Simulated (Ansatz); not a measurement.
Geometry optimisation, DFT PBEsol, scalar-relativistic, plane waves, PAW (Ansatz 0.2.0).

input.yaml

```yaml
crystal:
  lattice:
    - [-3.85, -6.668396, 0.0]
    - [5.775, -3.334198, 0.0]
    - [0.0, 0.0, 8.28]
  atoms:
    - { symbol: "Y", position: [0.75, 0.5, 0.0] }
    - { symbol: Si, position: [0.5, 0.3333333, 0.25] }
    - { symbol: Si, position: [0.5, 0.6666667, 0.25] }
    - { symbol: "Y", position: [0.75, 0.5, 0.5] }
    - { symbol: Si, position: [0.5, 0.3333333, 0.75] }
    - { symbol: Si, position: [0.5, 0.6666667, 0.75] }
    - { symbol: "Y", position: [0.5, 0.0, 0.0] }
    - { symbol: Si, position: [0.25, 0.8333333, 0.25] }
    - { symbol: Si, position: [0.25, 0.1666667, 0.25] }
    - { symbol: "Y", position: [0.5, 0.0, 0.5] }
    - { symbol: Si, position: [0.25, 0.8333333, 0.75] }
    - { symbol: Si, position: [0.25, 0.1666667, 0.75] }
    - { symbol: "Y", position: [0.25, 0.5, 0.0] }
    - { symbol: Si, position: [0.0, 0.3333333, 0.25] }
    - { symbol: Si, position: [0.0, 0.6666667, 0.25] }
    - { symbol: "Y", position: [0.25, 0.5, 0.5] }
    - { symbol: Si, position: [0.0, 0.3333333, 0.75] }
    - { symbol: Si, position: [0.0, 0.6666667, 0.75] }
    - { symbol: "Y", position: [0.0, 0.0, 0.0] }
    - { symbol: Si, position: [0.75, 0.8333333, 0.25] }
    - { symbol: Si, position: [0.75, 0.1666667, 0.25] }
    - { symbol: "Y", position: [0.0, 0.0, 0.5] }
    - { symbol: Si, position: [0.75, 0.8333333, 0.75] }
    - { symbol: Si, position: [0.75, 0.1666667, 0.75] }
    - { symbol: H, position: [0.466612, 0.3125904, 0.5087932] }
basis:
  ecutwfc: 420.0
kpoints:
  mp_grid: { grid: [2, 3, 2] }
hamiltonian:
  xc: pbesol
scf:
  occupations: { method: fermi_dirac, width: 0.05 }
  lower_state_search: "off"
relax:
  f_tol: 0.08
  max_steps: 25
  adjacent_minimum: "off"
```

Run as:

```bash
$ ansatz run input.yaml --threads 2 --pin off --max-ram 5120MiB --backend cpu --events-out ev --progress --plain --runs-dir out
```

Question: Where does it end, and by what steps?

Answer: The forces met the threshold. The force dipped under the threshold on the way, but the program's further checks kept it going. Limits of this set-up: coarse k mesh, odd electron count without spin, a small cell, in which the defect meets its images, a typed lattice constant that wasn't relaxed here. After 11 steps the energy has fallen by 0.221 eV; H25 moved furthest, 0.29 Å.

```json
{"step": "0", "energy less start (eV)": "0.0000", "largest force component (eV/Å)": "0.744", "accepted": "yes"}
{"step": "1", "energy less start (eV)": "-0.1515", "largest force component (eV/Å)": "0.263", "accepted": "yes"}
{"step": "2", "energy less start (eV)": "-0.1871", "largest force component (eV/Å)": "0.264", "accepted": "yes"}
{"step": "3", "energy less start (eV)": "-0.2094", "largest force component (eV/Å)": "0.101", "accepted": "yes"}
{"step": "4", "energy less start (eV)": "-0.2067", "largest force component (eV/Å)": "0.273", "accepted": "no"}
{"step": "5", "energy less start (eV)": "-0.2172", "largest force component (eV/Å)": "0.017", "accepted": "yes"}
{"step": "6", "energy less start (eV)": "-0.2175", "largest force component (eV/Å)": "0.015", "accepted": "yes"}
{"step": "7", "energy less start (eV)": "-0.2178", "largest force component (eV/Å)": "0.014", "accepted": "yes"}
{"step": "8", "energy less start (eV)": "-0.2181", "largest force component (eV/Å)": "0.012", "accepted": "yes"}
{"step": "9", "energy less start (eV)": "-0.2187", "largest force component (eV/Å)": "0.017", "accepted": "yes"}
{"step": "10", "energy less start (eV)": "-0.2195", "largest force component (eV/Å)": "0.034", "accepted": "yes"}
{"step": "11", "energy less start (eV)": "-0.2208", "largest force component (eV/Å)": "0.040", "accepted": "yes"}
```

```xyz
25
Lattice="-3.8500 -6.6684 0.0000 5.7750 -3.3342 0.0000 0.0000 0.0000 8.2800" Properties=species:S:1:pos:R:3
Y -0.003 -6.672 -0.008
Si -0.012 -4.423 1.823
Si 1.912 -5.541 2.175
Y 0.011 -6.614 4.154
Si -0.022 -4.417 6.367
Si 1.908 -5.538 6.213
Y -1.970 -3.289 -0.010
Si 3.835 -4.434 1.987
Si 0.003 -2.213 2.144
Y -1.879 -3.352 4.154
Si 3.835 -4.438 6.177
Si 0.007 -2.201 6.238
Y 1.936 -3.303 -0.009
Si 1.933 -1.107 1.997
Si 3.868 -2.218 2.179
Y 1.883 -3.358 4.153
Si 1.943 -1.113 6.155
Si 3.876 -2.222 6.252
Y 0.004 0.016 0.004
Si 1.926 -7.759 1.987
Si -1.914 -5.552 2.145
Y 0.017 -0.002 4.143
Si 1.931 -7.757 6.178
Si -1.921 -5.562 6.239
H 0.002 -4.440 4.176
```

Whether the end is a true minimum wasn't checked by a vibrational analysis.

Run time: 2.3 min on 2 threads of Arm Neoverse V1, with other jobs on the host, peak memory 0.89 GiB.
